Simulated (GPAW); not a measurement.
Runs of GPAW 26.7.0 on Ga. It takes space group I-43d (No. 220, cubic). The conventional cell has a = 5.985 Å, b = 5.985 Å, c = 5.985 Å, α = 90.00°, β = 90.00°, γ = 90.00°. Around Ga (site symmetry -4) lie 8 Ga at 2.80 Å. This isn't the form of Ga at room conditions, which is orthorhombic.

```tsv
level	gap on the mesh (eV)	pressure (GPa)	relaxed volume (Å³/atom)
PBEsol	none	-0.1	-
PBEsol+D4	none	0.0	17.14
PBEsol+D3	none	0.1	17.40
PBEsol+D3(BJ)	none	0.0	(a)
PBEsol+D3(BJ)+ATM	none	0.0	17.11
```

Alike in all rows: task relaxation of cell and atoms; potentials or basis PAW data sets generated in the run's folder for this functional, pw; no spin polarisation; cell relaxed; k mesh 6 × 6 × 6; cutoff (eV) 600; smearing fermi-dirac 0.05 eV.

Question: Estimate the missing entries.

Answer: (a) 17.03.

Caveats: later steps reuse the first step's grids; pairwise dispersion overbinds metals, which lowers pressure and volume (some runs); the relaxation stopped at its first step, so nothing moved (some runs).

A k mesh can miss the band edges, and the runs leave out spin-orbit coupling on Ga.

A gap of «none» marks a metal or a gap under the smearing width.
